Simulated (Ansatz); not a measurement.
# ZnRuC4N4: the cost of one run

Program: Ansatz 0.2.0. Level of theory: DFT PBE, scalar-relativistic, plane waves, PAW. These are calculated values, not measurements.

## 1. The system as given

Symmetry: P-43m, No. 215, cubic system. The conventional cell has a = 5.857 Å, b = 5.857 Å, c = 5.857 Å, α = 90.00°, β = 90.00°, γ = 90.00°. Zn (site symmetry -43m) is surrounded by 4 C at 1.92 Å. Ru (site symmetry -43m) is surrounded by 4 N at 1.99 Å. C (site symmetry 3m) is surrounded by 1 N at 1.17 Å and 1 Zn at 1.92 Å. N (site symmetry 3m) has 1 C at 1.17 Å and 1 Ru at 1.99 Å in its first shell of neighbours.

Coordinates:

```cif
data_structure
_symmetry_space_group_name_H-M 'P 1'
_symmetry_Int_Tables_number 1
_cell_length_a 5.8566
_cell_length_b 5.8566
_cell_length_c 5.8566
_cell_angle_alpha 90.000
_cell_angle_beta 90.000
_cell_angle_gamma 90.000
_cell_volume 200.88
loop_
_atom_site_label
_atom_site_type_symbol
_atom_site_fract_x
_atom_site_fract_y
_atom_site_fract_z
_atom_site_occupancy
Zn1 Zn 0.00000 0.00000 0.00000 1
Ru1 Ru 0.50000 0.50000 0.50000 1
C1 C 0.18898 0.18898 0.18898 1
C2 C 0.18898 0.81102 0.81102 1
C3 C 0.81102 0.18898 0.81102 1
C4 C 0.81102 0.81102 0.18898 1
N1 N 0.30432 0.30432 0.30432 1
N2 N 0.30432 0.69568 0.69568 1
N3 N 0.69568 0.30432 0.69568 1
N4 N 0.69568 0.69568 0.30432 1
```

The cell is invented: two interpenetrating cyanide-bridged diamond nets (P-43m, No. 215). Lengths come from tabulated atomic sizes and are only a guess.

## 2. A first look at the guess

The input, input.yaml:

```yaml
crystal:
  lattice:
    - [5.85664113, 0.0, 0.0]
    - [0.0, 5.85664113, 0.0]
    - [0.0, 0.0, 5.85664113]
  atoms:
    - { symbol: Zn, position: [0.0, 0.0, 0.0] }
    - { symbol: Ru, position: [0.5, 0.5, 0.5], spin: 1.0 }
    - { symbol: C, position: [0.18897871, 0.18897871, 0.18897871] }
    - { symbol: C, position: [0.18897871, 0.81102129, 0.81102129] }
    - { symbol: C, position: [0.81102129, 0.18897871, 0.81102129] }
    - { symbol: C, position: [0.81102129, 0.81102129, 0.18897871] }
    - { symbol: "N", position: [0.30431782, 0.30431782, 0.30431782] }
    - { symbol: "N", position: [0.30431782, 0.69568218, 0.69568218] }
    - { symbol: "N", position: [0.69568218, 0.30431782, 0.69568218] }
    - { symbol: "N", position: [0.69568218, 0.69568218, 0.30431782] }
basis:
  ecutwfc: 420
kpoints:
  mp_grid: { grid: [4, 4, 4] }
hamiltonian:
  xc: pbe
scf:
  occupations: { method: gaussian, width: 0.1 }
  lower_state_search: "off"
output:
  forces: true
  stress: true
  eigenvalues: true
  populations: true
magnetization:
  spin_polarized: true
```

On the command line:

```console
> ansatz run input.yaml --threads 1 --pin off --max-ram 2560MiB --backend cpu --events-out ev --progress --plain --runs-dir out
```

Q: Estimate wall time and peak memory on 1 thread of Intel Xeon Platinum 8223CL at 3.00GHz (Skylake/Cascade Lake), shared host.

About 21 s, with a peak of 0.53 GiB.
